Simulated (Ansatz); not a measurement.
# BiRh: the cost of one run

Program: Ansatz 0.2.0 through its Python package. Level of theory: DFT PBEsol, plane waves, PAW. These are calculated values, not measurements.

## (1) The structure

The structure is hexagonal, space group P6_3/mmc (No. 194). Conventional cell: a = 4.094 Å, b = 4.094 Å, c = 5.663 Å, α = 90.00°, β = 90.00°, γ = 120.00°. Bi (site symmetry -6m2) is surrounded by 6 Rh at 2.76 Å. Around Rh (site symmetry -3m) lie 6 Bi at 2.76 Å and 2 Rh at 2.83 Å.

No structure file is read: the coordinates are typed or built in the script.

## (2) Script

File birh_eos.py:

```python
'''Bulk modulus of BiRh from an E(V) curve.'''

import ansatz as az
from ase.eos import EquationOfState
from ase.units import GPa
import numpy as np

VECTORS = np.array([
    [4.094, 0.0, 0.0],
    [-2.047, 3.545508, 0.0],
    [0.0, 0.0, 5.663],
])
SITES = [
    ('Bi', (1 / 3, 2 / 3, 0.25)),
    ('Bi', (2 / 3, 1 / 3, 0.75)),
    ('Rh', (0.0, 0.0, 0.0)),
    ('Rh', (0.0, 0.0, 0.5)),
]


def make_crystal(cell):
    crystal = az.Crystal(lattice=az.Lattice.of(cell))
    for symbol, position in SITES:
        crystal = crystal.atom(symbol, position)
    return crystal

# scale the volume, keep shape and fractions
volumes, energies, pressures = [], [], []
for scale in np.linspace(0.95, 1.07, 5):
    cell = VECTORS * scale ** (1 / 3)
    calc = (
        make_crystal(cell).calculation()
        .occupations('fermi_dirac', width=0.1)
        .functional('pbesol')
        .basis(500)
        .kpoints(8, 8, 5)
        .stress()
    )
    summary = calc.run(threads=1).report
    volumes.append(abs(np.linalg.det(cell)) / len(SITES))
    energies.append(summary['free_energy_ev'] / len(SITES))
    pressures.append(np.trace(summary['stress_gpa']) / 3)
    print(f'V = {volumes[-1]:8.4f} A^3/atom  F = {energies[-1]:.5f} eV/atom  P = {pressures[-1]:8.3f} GPa')

eos = EquationOfState(volumes, energies, eos='sj')
v0, e0, bulk = eos.fit()
print(f'V0 = {v0:.4f} A^3/atom, E0 = {e0:.5f} eV/atom, B = {bulk / GPa:.1f} GPa')
eos.plot('eos.png')
```

## (3) The input behind the calls

The package turns the script's settings into the engine's input (first run):

```yaml
crystal:
  lattice:
    - [4.02459676178044, 0.0, 0.0]
    - [-2.01229838089022, 3.4854030326494003, 0.0]
    - [0.0, 0.0, 5.566998403019696]
  atoms:
    - { symbol: Bi, position: [0.3333333333333333, 0.6666666666666666, 0.25] }
    - { symbol: Bi, position: [0.6666666666666666, 0.3333333333333333, 0.75] }
    - { symbol: Rh, position: [0.0, 0.0, 0.0] }
    - { symbol: Rh, position: [0.0, 0.0, 0.5] }
basis:
  ecutwfc: 500.0
kpoints:
  mp_grid:
    grid: [8, 8, 5]
hamiltonian:
  xc: pbesol
scf:
  occupations:
    method: fermi_dirac
    width: 0.1
output:
  stress: true
```

## (4) The run

Run with:

```bash
$ python birh_eos.py
```

Q: Estimate wall time and peak memory on 1 thread of AMD EPYC 7R43 (Zen 3), shared host.

About 30 s, with a peak of 0.52 GiB.
